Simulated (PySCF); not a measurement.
**C₄H₁₀BClSi: electronic excitations**

What electronic excitations should C₄H₁₀BClSi (`CB([SiH3])/C(C)=C\Cl`) show?

Programs: PySCF 2.14.0, with density-fitted response routines of our own. Each step states its level of theory. These are calculated values for one molecule in the gas phase, unless marked as measured. Atoms are numbered from 0 throughout.

## Step 1: The starting structure

17 atoms, charge 0, multiplicity 1; geometry from: GFN2-xTB.

Bonds of the start (Å): C0–B1 1.57, B1–Si2 1.97, B1–C3 1.56, C3–C4 1.51, C3–C5 1.33, C5–Cl6 1.73, C0–H7 1.09, C0–H8 1.09, C0–H9 1.09, Si2–H10 1.47, Si2–H11 1.47, Si2–H12 1.47, C4–H13 1.09, C4–H14 1.09, C4–H15 1.09, C5–H16 1.08.

## Step 2: TDDFT and polarisability: wB97X-D/def2-SVPD

What the job is given:

```
{"job": {"kind": "uv", "xc": "wB97X-D", "basis": "def2-SVPD", "nstates": 8, "ntriplets": 3}, "charge": 0, "multiplicity": 1}
C     -1.588238     1.304886     0.221519
B     -0.573847     0.157642    -0.139169
Si    -1.200355    -1.439483    -1.107656
C      0.921319     0.261406     0.288325
C      1.517821    -0.924371     1.004466
C      1.723275     1.292625     0.023891
Cl     1.216595     2.697185    -0.840723
H     -1.851190     1.833001    -0.697380
H     -1.213530     2.049504     0.920932
H     -2.530959     0.917680     0.608575
H     -1.549256    -2.528465    -0.176232
H     -2.408361    -1.219765    -1.916502
H     -0.215433    -2.026828    -2.030518
H      2.551360    -0.740352     1.289055
H      1.478319    -1.801469     0.360179
H      0.942492    -1.146089     1.901754
H      2.772990     1.324920     0.279573
```

Method: TDDFT wB97X-D/def2-SVPD, vertical, gas phase, core orbitals frozen in the response.

Run with:

```console
> OMP_NUM_THREADS=1 python probes_run.py task.json out
```

One launch serves the whole session: the jobs run in the order shown.

The program printed:

```text
coarse grid: 14880 points
cycle   1  E = -932.3740735282  dE =  7.017e-01  |g| = 3.548e-01  |ddm| = 6.247e+00
cycle   2  E = -932.3920110028  dE = -1.794e-02  |g| = 3.051e-01  |ddm| = 1.805e+00
cycle   3  E = -932.4139727388  dE = -2.196e-02  |g| = 5.687e-02  |ddm| = 8.722e-01
cycle   4  E = -932.4148782998  dE = -9.056e-04  |g| = 2.611e-02  |ddm| = 1.930e-01
cycle   5  E = -932.4150723807  dE = -1.941e-04  |g| = 4.042e-03  |ddm| = 8.668e-02
cycle   6  E = -932.4150797806  dE = -7.400e-06  |g| = 1.697e-03  |ddm| = 1.947e-02
final grid: 133432 points
cycle   7  E = -932.5341928436  dE = -1.065e-04  |g| = 4.747e-03  |ddm| = 2.290e-01
cycle   8  E = -932.5341971557  dE = -4.312e-06  |g| = 3.150e-03  |ddm| = 2.664e-02
cycle   9  E = -932.5341996098  dE = -2.454e-06  |g| = 4.425e-04  |ddm| = 6.296e-03
cycle  10  E = -932.5341997125  dE = -1.027e-07  |g| = 2.589e-04  |ddm| = 2.531e-03
cycle  11  E = -932.5341997340  dE = -2.150e-08  |g| = 6.433e-05  |ddm| = 8.004e-04
cycle  12  E = -932.5341997385  dE = -4.483e-09  |g| = 3.713e-05  |ddm| = 2.648e-04
cycle  13  E = -932.5341997396  dE = -1.079e-09  |g| = 8.745e-06  |ddm| = 1.609e-04
cycle  14  E = -932.5341997397  dE = -1.098e-10  |g| = 2.750e-06  |ddm| = 5.188e-05
converged SCF energy = -932.5341997397

Static polarisability (au): isotropic 105.883, principal 85.290 103.725 128.632

Singlet excitations
state   eV       nm        f      main configurations
  1   4.1412    299.4   0.07284   H->L 0.89
  2   5.0452    245.7   0.01094   H-1->L 0.88
  3   5.7080    217.2   0.01774   H-3->L 0.49, H-2->L 0.33, H-5->L 0.10
  4   6.3105    196.5   0.00051   H-2->L 0.57, H-3->L 0.33
  5   6.7056    184.9   0.18250   H->L+2 0.48, H->L+1 0.42
  6   6.8008    182.3   0.00103   H->L+3 0.56, H->L+1 0.11, H->L+2 0.08
  7   6.8656    180.6   0.00274   H-5->L 0.65, H-4->L 0.17, H-3->L 0.10
  8   7.0417    176.1   0.07194   H->L+1 0.31, H->L+2 0.31, H->L+3 0.15

Triplet excitations (Tamm-Dancoff, eV): 3.2640 4.1912 5.1329
```

It took 63 s on 1 thread of Arm Neoverse V1, shared host; peak memory 1 GiB.

The orbitals next to the gap, with their largest atomic shares:

```csv
orbital,eV,atoms
HOMO−3,-11.06,"Cl6 19 %, Si2 15 %, B1 12 %"
HOMO−2,-10.84,"Cl6 59 %, C5 8 %, B1 7 %"
HOMO−1,-10.26,"B1 23 %, Si2 21 %, C3 12 %"
HOMO,-8.87,"C5 25 %, Cl6 24 %, C3 23 %"
LUMO,-0.26,"B1 36 %, Si2 13 %, C3 12 %"
LUMO+1,1.78,"B1 28 %, Si2 18 %, C5 6 %"
LUMO+2,1.98,"C3 20 %, C5 17 %, Si2 14 %"
```

With each of the 8 states as a Gaussian band of 0.4 eV half-width at 1/e, the curve within the window shown has maxima at 299 nm (ε 3,000), 218 nm (ε 760), 183 nm (ε 9,200) L/(mol cm). Beyond the last state computed it falls off for lack of states. The curve at chosen wavelengths:

| nm | ε (L/mol/cm) |
| --- | --- |
| 169 | 2283 |
| 176 | 6559 |
| 183 | 9190 |
| 191 | 6161 |
| 198 | 2415 |
| 205 | 877 |
| 212 | 723 |
| 220 | 753 |
| 227 | 645 |
| 234 | 550 |
| 241 | 521 |
| 249 | 494 |
| 256 | 485 |
| 263 | 600 |
| 270 | 943 |
| 278 | 1604 |
| 285 | 2255 |
| 292 | 2755 |
| 299 | 2951 |
| 307 | 2768 |
| 314 | 2348 |
| 321 | 1824 |
| 328 | 1313 |
| 336 | 833 |
| 343 | 526 |
| 350 | 317 |

Ground-state properties from the same run:

```csv
property,computed
dipole moment (D),1.53
polarisability (Å³),15.69
HOMO–LUMO gap (eV),8.61
−ε(HOMO) (eV),8.87
```

## Step 3: Outcome

```
                                quantity                        value
      lowest singlet (wB97X-D/def2-SVPD)  4.14 eV (299 nm), f = 0.073
brightest single state of those computed  state 5, 6.71 eV, f = 0.182
                          lowest triplet                      3.26 eV
```

In words: The first singlet state (HOMO→LUMO 0.89) lies at 4.14 eV and is bright; of the 8 states computed, the strongest absorption comes from state 5 at 6.71 eV. The lowest triplet lies 0.88 eV below the lowest singlet (triplets in Tamm-Dancoff, singlets in full TDDFT).
